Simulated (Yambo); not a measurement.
# Ge (Imma) in Yambo: further runs

The runs below take Ge through Hartree-Fock levels, G0W0 quasiparticle levels, with PBEsol.

Everything below comes from runs of Yambo 5.3.0. Logs are shortened: lines on timing, memory, paths and dates and some standing lists are left out, and cuts for length are marked.

### 1 Starting point

It takes space group Imma (No. 74, orthorhombic). The conventional cell has a = 4.992 Å, b = 5.302 Å, c = 2.874 Å, α = 90.00°, β = 90.00°, γ = 90.00°. Around Ge (site symmetry mm2) lie 6 Ge at 2.68 to 2.87 Å.

This isn't the form of Ge at room conditions, which is diamond.

### 2 Hartree-Fock levels, PBEsol

Input file hf1.in:

```
rim_cut
HF_and_locXC
RandQpts= 1000000
RandGvec= 50 RL
EXXRLvcs= 78 Ry
VXCRLvcs= 78 Ry
% QPkrange
 1 | 1 | 12 | 17 |
 6 | 6 | 12 | 17 |
 24 | 24 | 12 | 17 |
%
```

Input file scf.in:

```
&CONTROL
  calculation = 'scf'
  prefix = 'pwscf'
  outdir = './tmp'
  pseudo_dir = './pseudo'
/
&SYSTEM
  ibrav = 0
  nat = 2
  ntyp = 1
  ecutwfc = 78
  nbnd = 21
  occupations = 'smearing'
  smearing = 'fd'
  degauss = 0.00367493
  force_symmorphic = .true.
/
&ELECTRONS
  conv_thr = 4d-10
  electron_maxstep = 120
  mixing_beta = 0.5
/
ATOMIC_SPECIES
Ge    72.6300 Ge.upf
CELL_PARAMETERS angstrom
  -2.4958980000    2.6508630000    1.4369470000
   2.4958980000   -2.6508630000    1.4369470000
   2.4958980000    2.6508630000   -1.4369470000
ATOMIC_POSITIONS crystal
Ge     0.3140570000    0.0640570000    0.2500000000
Ge     0.6859430000    0.9359430000    0.7500000000
K_POINTS automatic
12 12 12 0 0 0
```

Input file nscf.in:

```
&CONTROL
  calculation = 'nscf'
  prefix = 'pwscf'
  outdir = './tmp'
  pseudo_dir = './pseudo'
/
&SYSTEM
  ibrav = 0
  nat = 2
  ntyp = 1
  ecutwfc = 78
  nbnd = 114
  occupations = 'smearing'
  smearing = 'fd'
  degauss = 0.00367493
  force_symmorphic = .true.
/
&ELECTRONS
  conv_thr = 1d-08
  diago_full_acc = .true.
  diago_thr_init = 1d-06
/
ATOMIC_SPECIES
Ge    72.6300 Ge.upf
CELL_PARAMETERS angstrom
  -2.4958980000    2.6508630000    1.4369470000
   2.4958980000   -2.6508630000    1.4369470000
   2.4958980000    2.6508630000   -1.4369470000
ATOMIC_POSITIONS crystal
Ge     0.3140570000    0.0640570000    0.2500000000
Ge     0.6859430000    0.9359430000    0.7500000000
K_POINTS automatic
4 4 4 0 0 0
```

Potentials or basis: PseudoDojo 0.4.1 SR PBEsol standard.

The run is started by

```
$ OMP_NUM_THREADS=1 pw.x -in scf.in > scf.out
$ OMP_NUM_THREADS=1 pw.x -in nscf.in > nscf.out
$ cd tmp/pwscf.save; p2y; mv SAVE ../..; cd ../..
$ OMP_NUM_THREADS=1 yambo
$ mkdir -p hf1; ln -s $PWD/g0w00/ndb.RIM hf1/
$ OMP_NUM_THREADS=1 yambo -F hf1.in -J hf1 -C hf1_out
```

Yambo's report:

```text
[... sections 02.01 to 02.04 as in the set-up run ...]

[... 5 lines left out ...]
  [X] Bosonic    Temperature                        :  0.258606E-1   300.100    [eV K]
  [X] Finite Temperature mode                       : yes
  [X] El. density                                   :  0.73628E+24 [cm-3]
  [X] Fermi Level                                   :  11.98193 [eV]

  [X] === Gaps and Widths ===
  [X] Conduction Band Min                           :  11.98193 [eV]
  [X] Valence Band Max                              :  11.98193 [eV]
  [X] Filled Bands                                  :  12
  [X] Metallic Bands                                :  13  15
  [X] Empty Bands                                   :   16  114

  [X] === Metallic Characters ===
  [X] N of el / N of met el                         :  28.00000   4.08334
  [X] Average metallic occ.                         :  0.340279

  [WARNING] [X] Metallic system

 [03] Transferred momenta grid and indexing
 ==========================================

 IBZ Q-points                                      :  24
 BZ  Q-points                                      :   64

 K/Q-points units:
 rlu = crystal or reduced units; cc = cartesian coordinates; iku = interal k-units

 Q [ 1]         [rlu]:  0.000000  0.000000  0.000000
 Q [ 2]         [rlu]: -0.10111E-15  0.11006E-15  0.25000
 Q [ 3]         [rlu]:  0.20221E-15 -0.22011E-15 -0.50000
 Q [ 4]         [rlu]: -0.28805E-16  0.25000      0.10491E-17
 Q [ 5]         [rlu]: -0.17135E-15  0.25000      0.25000
 Q [ 6]         [rlu]:  0.14784E-15  0.25000     -0.50000
 Q [ 7]         [rlu]:  0.92330E-16  0.25000     -0.25000
 Q [ 8]         [rlu]:  0.57609E-16 -0.50000     -0.20982E-17
 Q [ 9]         [rlu]: -0.73638E-16 -0.50000      0.25000
 Q [10]         [rlu]:  0.10139E-15  0.50000     -0.50000
 Q [11]         [rlu]:  0.250000  0.250000  0.250000
 Q [12]         [rlu]:  0.250000  0.250000 -0.250000
 Q [13]         [rlu]:  0.250000 -0.500000  0.500000
 Q [14]         [rlu]:  0.250000 -0.500000 -0.250000
 Q [15]         [rlu]:  0.250000 -0.250000  0.250000
 Q [16]         [rlu]:  0.250000 -0.250000  0.500000
 Q [17]         [rlu]:  0.250000 -0.250000 -0.250000
 Q [18]         [rlu]:  0.500000 -0.500000  0.500000
 Q [19]         [rlu]:  0.25000     -0.50000     -0.32570E-16
 Q [20]         [rlu]: -0.50000      0.25000      0.10621E-15
 Q [21]         [rlu]: -0.25000     -0.36819E-16  0.64575E-16
 Q [22]         [rlu]:  0.25000      0.25000     -0.21242E-15
 Q [23]         [rlu]:  0.50000     -0.23167E-15 -0.73638E-16
 Q [24]         [rlu]:  0.500000 -0.250000  0.250000

 [04] Coloumb potential Random Integration (RIM)
 ===============================================

 Summary of Coulomb integrals for non-metallic bands |Q|[au] RIM/Bare

 Q [1] 0.100000E-4 0.981428 * Q [2] 0.228714 0.993093
 Q [15] 0.313569 1.022872 * Q [7] 0.328996 1.114781
 Q [21] 0.328996 1.115361 * Q [17] 0.333038 1.007234
 Q [4] 0.333744 1.107421 * Q [3] 0.457428 1.003109
 Q [6] 0.457942 1.032724 * Q [20] 0.457942 1.033021
 Q [5] 0.468137 1.028636 * Q [19] 0.468137 1.028771
 Q [16] 0.498961 1.006775 * Q [24] 0.552168 1.018525
 Q [13] 0.552168 1.018595 * Q [14] 0.577247 1.013372
 Q [12] 0.578469 1.043944 * Q [22] 0.622042 1.033637
 Q [9] 0.622042 1.033906 * Q [18] 0.627139 1.005522
 Q [10] 0.657991 1.027584 * Q [23] 0.657991 1.027692
 Q [8] 0.667489 1.025907 * Q [11] 0.737473 1.018171

 [05] Local Exchange-Correlation + Non-Local Fock
 ================================================

 [VXC] Plane waves :  2989
 [EXS] Plane waves :  2989

 QP @ state[ 1 ] K range:  1  1
 QP @ state[ 1 ] b range:  12  17
 QP @ state[ 2 ] K range:   6   6
 QP @ state[ 2 ] b range:  12  17
 QP @ state[ 3 ] K range:  24  24
 QP @ state[ 3 ] b range:  12  17

 [WF-HF/Rho loader] Normalization (few states)  min/max  :  0.29655E-17   1.0000

 [xc] Functional : Perdew, Burke & Ernzerhof SOL(X)+Perdew, Burke & Ernzerhof SOL(C)
 [xc] LIBXC used to calculate xc functional
  PP Number of Atomic Species                      :  1
  NLCC RL compoments                               :  23841
  PP Number of Atomic Species                      :  1
  NLCC RL compoments                               :  23841
 [WR./hf1//ndb.HF_and_locXC]-----------------------------------------------------
  Brillouin Zone Q/K grids (IBZ/BZ)                :   24   64   24   64
  RL vectors                                       :   4595 [WF]
  Fragmentation                                    : no
  Electronic Temperature                           :  300.1000 [K]
  Bosonic    Temperature                           :  300.1000 [K]
  Green`s function   wavefunctions                 : Perdew, Burke & Ernzerhof SOL(X)+Perdew, Burke & Ernzerhof SOL(C)
  Total number of QP states                        :  18
  Exchange RL vectors                              :  2989
  Exchange summation bands                         :  15
  RIM RL components                                :   53
  RIM random points                                :  1000000

 [xc] E_xc :  -19.53565 [Ha]
      E_xc :  -39.07131 [Ry]

  Local XC kind (lXC) : Perdew, Burke & Ernzerhof SOL(X)+Perdew, Burke & Ernzerhof SOL(C)
  Non-Local XC kind (nlXC) : Hartree-Fock

  Corrections @ K [1] :  [eV]
 <12|nlXC|12> = -16.37194  0.76735E-17 <12|lXC|12> = -14.09381  0.47204E-16
 <13|nlXC|13> = -13.88978 -0.72128E-17 <13|lXC|13> = -11.33577  0.94409E-16
 <14|nlXC|14> = -13.62816  0.31819E-17 <14|lXC|14> = -11.30820 -0.18874E-15
 <15|nlXC|15> = -5.384327  0.16366E-17 <15|lXC|15> = -9.325382  0.94409E-16
 <16|nlXC|16> = -7.437317  0.35386E-17 <16|lXC|16> = -12.15910 -0.18885E-15
 <17|nlXC|17> = -8.138066  0.32655E-17 <17|lXC|17> = -12.97282  0.85687E-20

  Corrections @ K [6] :  [eV]
 <12|nlXC|12> = -17.23080 -0.28826E-16 <12|lXC|12> = -12.38393 -0.18366E-15
 <13|nlXC|13> = -13.42625 -0.15950E-16 <13|lXC|13> = -11.75289 -0.94466E-16
 <14|nlXC|14> = -12.01144 -0.13083E-17 <14|lXC|14> = -11.31543  0.47193E-16
 <15|nlXC|15> = -9.055810 -0.39509E-17 <15|lXC|15> = -11.37492  0.70904E-16
 <16|nlXC|16> = -8.797835 -0.70767E-17 <16|lXC|16> = -12.06032 -0.94394E-16
 <17|nlXC|17> = -8.486670 -0.10898E-18 <17|lXC|17> = -12.24344  0.11807E-16

  Corrections @ K [24] :  [eV]
 <12|nlXC|12> = -17.55096 -0.54366E-17 <12|lXC|12> = -13.14646  0.18887E-15
 <13|nlXC|13> = -13.93428 -0.88375E-17 <13|lXC|13> = -10.64633 -0.11801E-15
 <14|nlXC|14> = -13.44749 -0.14196E-16 <14|lXC|14> = -11.15917  0.47220E-16
 <15|nlXC|15> = -12.57522  0.14723E-16 <15|lXC|15> = -10.92201  0.12894E-20
 <16|nlXC|16> = -8.588903  0.20097E-17 <16|lXC|16> = -12.87973 -0.23613E-16
 <17|nlXC|17> = -7.015906  0.14799E-17 <17|lXC|17> = -11.96143 -0.12908E-16

  [05.01] Hartree-Fock occupations report
  =======================================

  [Hartree-Fock] === General ===
  [Hartree-Fock] Electronic Temperature             :  0.258606E-1   300.100    [eV K]
  [Hartree-Fock] Bosonic    Temperature             :  0.258606E-1   300.100    [eV K]
  [Hartree-Fock] Finite Temperature mode            : yes
  [Hartree-Fock] El. density                        :  0.73628E+24 [cm-3]
  [Hartree-Fock] Fermi Level                        :  11.98193 [eV]

  [Hartree-Fock] === Gaps and Widths ===
  [Hartree-Fock] Conduction Band Min                :  11.98193 [eV]
  [Hartree-Fock] Valence Band Max                   :  11.98193 [eV]
  [Hartree-Fock] Filled Bands                       :  12
  [Hartree-Fock] Metallic Bands                     :  13  15
  [Hartree-Fock] Empty Bands                        :   16  114

  [Hartree-Fock] === Metallic Characters ===
  [Hartree-Fock] N of el / N of met el              :  28.00000   4.08334
  [Hartree-Fock] Average metallic occ.              :  0.340279

  [WARNING] [Hartree-Fock] Metallic system
```

It took 11 min on 1 thread of Arm Neoverse V1, shared host; peak memory 0.35 GiB.

What came out:

* Band gap on the k mesh, mean-field level: none (metal or under the smearing width)

Quasiparticle terms (eV):
| k point | band | Kohn-Sham level | Vxc | Σx | Σc | Z | result |
| --- | --- | --- | --- | --- | --- | --- | --- |
| (0.000, 0.000, 0.000) | 12 | -3.99 | -14.09 | -16.37 | - | - | -6.27 |
| (0.000, 0.000, 0.000) | 13 | -2.50 | -11.34 | -13.89 | - | - | -5.06 |
| (0.000, 0.000, 0.000) | 14 | -2.06 | -11.31 | -13.63 | - | - | -4.38 |
| (0.000, 0.000, 0.000) | 15 | 3.26 | -9.33 | -5.38 | - | - | 7.20 |
| (0.000, 0.000, 0.000) | 16 | 6.79 | -12.16 | -7.44 | - | - | 11.51 |
| (0.000, 0.000, 0.000) | 17 | 7.01 | -12.97 | -8.14 | - | - | 11.84 |
| (0.000, 0.250, -0.500) | 12 | -7.72 | -12.38 | -17.23 | - | - | -12.57 |
| (0.000, 0.250, -0.500) | 13 | -1.83 | -11.75 | -13.43 | - | - | -3.51 |
| (0.000, 0.250, -0.500) | 14 | -0.15 | -11.32 | -12.01 | - | - | -0.85 |
| (0.000, 0.250, -0.500) | 15 | 0.77 | -11.37 | -9.06 | - | - | 3.08 |
| (0.000, 0.250, -0.500) | 16 | 2.10 | -12.06 | -8.80 | - | - | 5.37 |
| (0.000, 0.250, -0.500) | 17 | 3.60 | -12.24 | -8.49 | - | - | 7.35 |
| (-0.500, 0.750, 0.250) | 12 | -7.22 | -13.15 | -17.55 | - | - | -11.62 |
| (-0.500, 0.750, 0.250) | 13 | -4.28 | -10.65 | -13.93 | - | - | -7.57 |
| (-0.500, 0.750, 0.250) | 14 | -3.13 | -11.16 | -13.45 | - | - | -5.42 |
| (-0.500, 0.750, 0.250) | 15 | -1.66 | -10.92 | -12.58 | - | - | -3.31 |
| (-0.500, 0.750, 0.250) | 16 | 4.91 | -12.88 | -8.59 | - | - | 9.20 |
| (-0.500, 0.750, 0.250) | 17 | 6.87 | -11.96 | -7.02 | - | - | 11.82 |

Caveat: the k mesh is coarse (spacing up to 0.63 Å⁻¹), so the values aren't converged; the potentials hold a filled d shell without the s and p states of that shell, which can shift GW gaps by tenths of an eV, either way; the ground state has no gap, which makes the many-body step unreliable.

(Continued in part 2 of 2.)
